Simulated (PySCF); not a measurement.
# PrH3(H2O): other functionals and bases at one geometry

Aim: see how levels, charges and forces of PrH3(H2O) depend on the level of theory. The structure is generated, not taken from experiment.

Program: PySCF 2.14.0. Level of theory: several levels, as the steps say, no spin–orbit coupling. These are calculated values, not measurements.

1 further run of the same task is left out (for a known fault of the program).

## (1) The starting structure

7 atoms, charge 0, spin multiplicity 1.

Bond lengths: Pr1–H2 2.098 Å, Pr1–H3 2.095 Å, Pr1–H4 2.181 Å, Pr1–O5 2.443 Å, Pr1–H7 2.423 Å, O5–H6 0.964 Å, O5–H7 1.025 Å. Angles: H2–Pr1–H3 116.2°, H2–Pr1–H4 117.1°, H2–Pr1–O5 116.9°, H2–Pr1–H7 121.7°, H3–Pr1–H4 117.2°, H3–Pr1–O5 116.8°, H3–Pr1–H7 121.6°, H4–Pr1–O5 61.6°, H4–Pr1–H7 37.3°, O5–Pr1–H7 24.3°, Pr1–O5–H6 140.7°, Pr1–O5–H7 76.8°, H6–O5–H7 107.8°, Pr1–H7–O5 78.9°.

Geometry (Å):

```
Pr    0.0377    0.0879    0.2694
H     1.4584    1.2045    1.3349
H    -0.9069   -1.4554    1.3260
H     0.4234   -0.2464   -1.8516
O    -1.3196    1.2959   -1.3632
H    -1.4017    2.1678   -1.7665
H    -0.6895    0.7389   -1.9489
```

Formal oxidation states: Pr +3. Each metal's 2 4f electrons lie in its core potential, so multiplicities, spins and levels count the valence alone. An earlier session relaxed this geometry at PBE0, Pr lcecp-1-SVP with ECP48, H def2-SVP, O def2-SVP (singlet, point group C1).

At PBE0 on the finer grid: E = -110.891080 Eh, HOMO -6.45 eV, LUMO -1.34 eV, Mulliken charge on Pr1 +0.74 e, largest force component 0.017 eV/Å. 

Levels to run: wB97X; M06-L; PBE0, TZVP. Hardware: 2 threads of Arm Neoverse V2, shared host.

## (2) wB97X

Input file run.py (the lines that set the calculation):

```python
mol = gto.M(atom='''
Pr     0.03766     0.08787     0.26936
H      1.45835     1.20454     1.33493
H     -0.90689    -1.45537     1.32600
H      0.42335    -0.24638    -1.85159
O     -1.31956     1.29592    -1.36324
H     -1.40174     2.16777    -1.76650
H     -0.68946     0.73887    -1.94893''',
    basis={'Pr': 'lcecp-1-SVP', 'H': 'def2-SVP', 'O': 'def2-SVP'},
    ecp={'Pr': 'lcecp-1-SVP'},
    charge=0, spin=0)
mf = dft.RKS(mol, xc='WB97X')
mf.grids.atom_grid = (75, 302)  # f atoms: unpruned, at least (60, 302)
mf = mf.density_fit()  # fitting sets: Pr AutoAux, H def2-universal-JKFIT, O def2-universal-JKFIT
mf.conv_tol = 1e-08; mf.max_cycle = 55
mf.kernel(dm0)  # dm0: the density of the relaxed state
```

Run with:

```console
> OMP_NUM_THREADS=2 python run.py
```

## (3) M06-L

Edit run.py (the lines that set the calculation) of step 2 so:

```diff
@@ -11,3 +11,3 @@
     charge=0, spin=0)
-mf = dft.RKS(mol, xc='WB97X')
+mf = dft.RKS(mol, xc='M06L')
 mf.grids.atom_grid = (75, 302)  # f atoms: unpruned, at least (60, 302)
```

## (4) PBE0, TZVP

Basis: Pr lcecp-1-TZVP with ECP48, H def2-TZVP, O def2-TZVP. 

Input file run.py (the lines that set the calculation):

```python
mol = gto.M(atom='''
Pr     0.03766     0.08787     0.26936
H      1.45835     1.20454     1.33493
H     -0.90689    -1.45537     1.32600
H      0.42335    -0.24638    -1.85159
O     -1.31956     1.29592    -1.36324
H     -1.40174     2.16777    -1.76650
H     -0.68946     0.73887    -1.94893''',
    basis={'Pr': 'lcecp-1-TZVP', 'H': 'def2-TZVP', 'O': 'def2-TZVP'},
    ecp={'Pr': 'lcecp-1-TZVP'},
    charge=0, spin=0)
mf = dft.RKS(mol, xc='PBE0')
mf.grids.atom_grid = (75, 302)  # f atoms: unpruned, at least (60, 302)
mf = mf.density_fit()  # fitting sets: Pr AutoAux, H def2-universal-JKFIT, O def2-universal-JKFIT
mf.conv_tol = 1e-08; mf.max_cycle = 55
mf.kernel(dm0)  # dm0: free metal ions and neutral atoms
```

Q: Predict the outcome of this session. Wanted: for each run, HOMO; gap; charge on Pr1; dipole; largest force.

**Answer**, as computed:

| level | state | HOMO (eV) | gap (eV) | charge on Pr1 (e) | dipole (D) | largest force (eV/Å) | basis functions | time |
| --- | --- | --- | --- | --- | --- | --- | --- | --- |
| PBE0 (relaxed here) | singlet | -6.45 | 5.11 | 0.74 | 3.88 | 0.02 | 72 | 7 s |
| wB97X | singlet | -8.86 | 9.42 | 0.76 | 4.08 | 0.16 | 72 | 3.5 s |
| M06-L | singlet | -5.55 | 4.18 | 1.00 | 3.85 | 0.13 | 72 | 4.5 s |
| PBE0, TZVP | singlet | -6.49 | 5.12 | 0.93 | 3.74 | 0.21 | 108 | 6.6 s |

Times are on 2 threads of Arm Neoverse V2, shared host; the first row also made further properties.

In one basis the HOMO–LUMO gap runs from 4.18 eV (M06-L) to 9.42 eV (wB97X). The largest leftover force, 0.21 eV/Å with PBE0, TZVP, stands at a geometry relaxed at another level. The Mulliken charge on Pr spans +0.74 to +1.00 e over the levels. With 4f in the core, its levels are missing from HOMO and gap. Total energies of different levels can't be compared. Spin–orbit coupling is left out throughout.
